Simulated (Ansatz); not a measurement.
# WCH2+ (doublet): wave-function methods side by side, def2-SVP

An exercise on one series of results from a longer session: the logs are not shown, and one member is left open.

Computed with Ansatz 0.2.0, Gaussian basis. Level: def2-SVP, core rule «outside noble gas», up to 5 orbitals frozen.

The runs, in order: UHF; CCSD(T) on ROHF; CCSD(T) on UHF; CISD; CCSDT(Q) on ROHF; CCSDT(Q) on UHF; CASSCF and MRCISD+Q, 9 electrons in 9 orbitals; CASSCF and NEVPT2, 9 electrons in 9 orbitals.

20 further runs of the same task are left out: 1 for a known fault of the program, 9 that didn't finish, 10 set aside as unsound or not needed.

## What is computed

The geometry is a PBE0/def2-TZVP stationary point (not a proven minimum) of the parent state, kept for this charge and spin. No spin-orbit coupling is included. Elements past krypton take def2 core potentials.

4 atoms, charge 1, spin multiplicity 2.

Atoms are counted from 1 here; the program's logs count them from 0.

Bond lengths: W1–C2 1.835 Å, C2–H3 1.090 Å, C2–H4 1.090 Å. Angles: W1–C2–H3 120.6°, W1–C2–H4 120.6°, H3–C2–H4 118.8°.

Set-up of the first run:

in.yaml reads:

```yaml
crystal:
  periodic: [false, false, false]
  atoms:
    - {symbol: W, position_ang: [0.000000, 0.000000, 0.135754]}
    - {symbol: C, position_ang: [0.000000, 0.000000, -1.699551]}
    - {symbol: H, position_ang: [0.000000, -0.938755, -2.254253]}
    - {symbol: H, position_ang: [0.000000, 0.938755, -2.254253]}
basis:
  gaussian: {orbitals: def2-SVP}
total_charge: 1
magnetization: {spin_polarized: true, initial_magnetization: 1}
hamiltonian: {xc: hf}
output: {orbitals: {seedname: orbitals}}
```

On the command line:

```
$ ansatz run in.yaml --threads 1 --pin off --events-out ev --progress --plain --max-ram 2393MiB
```

Among the steps run: UHF; CCSD(T) on ROHF; CCSD(T) on UHF; CISD; CCSDT(Q) on ROHF; CCSDT(Q) on UHF; CASSCF and MRCISD+Q, 9 electrons in 9 orbitals; CASSCF and NEVPT2, 9 electrons in 9 orbitals.

One of the session's tables, all rows but one given; the rest of the session is left out.

| method | from RCCSDT(Q) (meV) |
| --- | --- |
| ROHF | +8164.8 |
| RMP2 | +1168.3 |
| UMP2 | +1290.3 |
| RCCSD | +571.4 |
| UCCSD | ? |
| RCCSD(T) | +136.1 |
| UCCSD(T) | -643.6 |
| RCCSDT | +55.5 |
| UCCSDT | -844.2 |
| RCCSDT(Q) | 0 |
| UCCSDT(Q) | -906.6 |

Q: Estimate the row for UCCSD from the others.

As computed: from RCCSDT(Q) (meV): -87.3. In the column «from RCCSDT(Q) (meV)» it lies between UCCSD(T) (-643.6) and RCCSDT(Q) (0).

Not comparable, so not listed: CISD (they don't share determinant, frozen orbitals or solution with the rows shown, or repeat one).

Left out of the table: CASSCF frontier, NEVPT2 frontier, MRCISD frontier, MRCISD+Q frontier (the active space lost an orbital or holds another state than full CI finds).

To keep in mind: The determinant is far from a pure spin state, so its energy mixes those of several spin states (harmless only where they are near-degenerate, as at dissociation). Left out of the table: UHF (another determinant or state than the rows shown). The program flags UCCSD(T), UCCSDT(Q) as in doubt, so those rows may rest on another solution; read them beside their warnings. Warnings: spin contamination; coupled cluster took another determinant than the lowest; large T1 diagnostic. Restricted and unrestricted rows rest on different reference determinants; where their highest levels disagree by more than a few hundredths of an eV, they describe different states and don't form one ladder. Warnings in the runs' records: passed over end.
